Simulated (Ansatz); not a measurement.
# RbOs2: the cost of one run

Method: DFT PBE, scalar-relativistic, plane waves, PAW, in Ansatz 0.2.0.

### Step 1. The starting structure

It takes space group P4/mmm (No. 123, tetragonal). Conventional cell: a = 5.380 Å, b = 5.380 Å, c = 17.000 Å, α = 90.00°, β = 90.00°, γ = 90.00°. Around Rb (site symmetry 4/mmm) lie 8 Os at 4.07 Å. Os (site symmetry 4mm) has 1 Os at 2.89 Å as nearest neighbours.

Structure file:

```xyz
3
Lattice="5.3800 0.0000 0.0000 0.0000 5.3800 0.0000 0.0000 0.0000 17.0000" Properties=species:S:1:pos:R:3 pbc="T T F"
Rb    0.0000    0.0000    8.5000
Os    2.6900    2.6900    9.9426
Os    2.6900    2.6900    7.0574
```

A structure generator made this guess: species swapped into a sheet modelled on a layer of LaSi2, with Rb on the La sites and Os on the Si sites. Its size is a rough estimate.

It is a sheet, periodic along a and b, with vacuum along c; volumes and pressures of the box carry no meaning, and space groups named for it are those of the box.

### Step 2. A first look at the guess

File input.yaml:

```yaml
crystal:
  lattice:
    - [5.38003474, 0.0, 0.0]
    - [0.0, 5.38003474, 0.0]
    - [0.0, 0.0, 17.0]
  atoms:
    - { symbol: Rb, position: [0.0, 0.0, 0.5] }
    - { symbol: Os, position: [0.5, 0.5, 0.58486064] }
    - { symbol: Os, position: [0.5, 0.5, 0.41513936] }
  periodic: [true, true, false]
basis:
  ecutwfc: 420
kpoints:
  mp_grid: { grid: [4, 4, 1] }
hamiltonian:
  xc: pbe
scf:
  occupations: { method: gaussian, width: 0.1 }
  lower_state_search: "off"
output:
  forces: true
  stress: true
  eigenvalues: true
```

Run with:

```sh
$ ansatz run input.yaml --threads 1 --pin off --max-ram 2048MiB --backend cpu --events-out ev --progress --plain --runs-dir out
```

Q: Estimate wall time and peak memory on 1 thread of Arm Neoverse V2, shared host.

About 8.4 s, with a peak of 0.71 GiB.
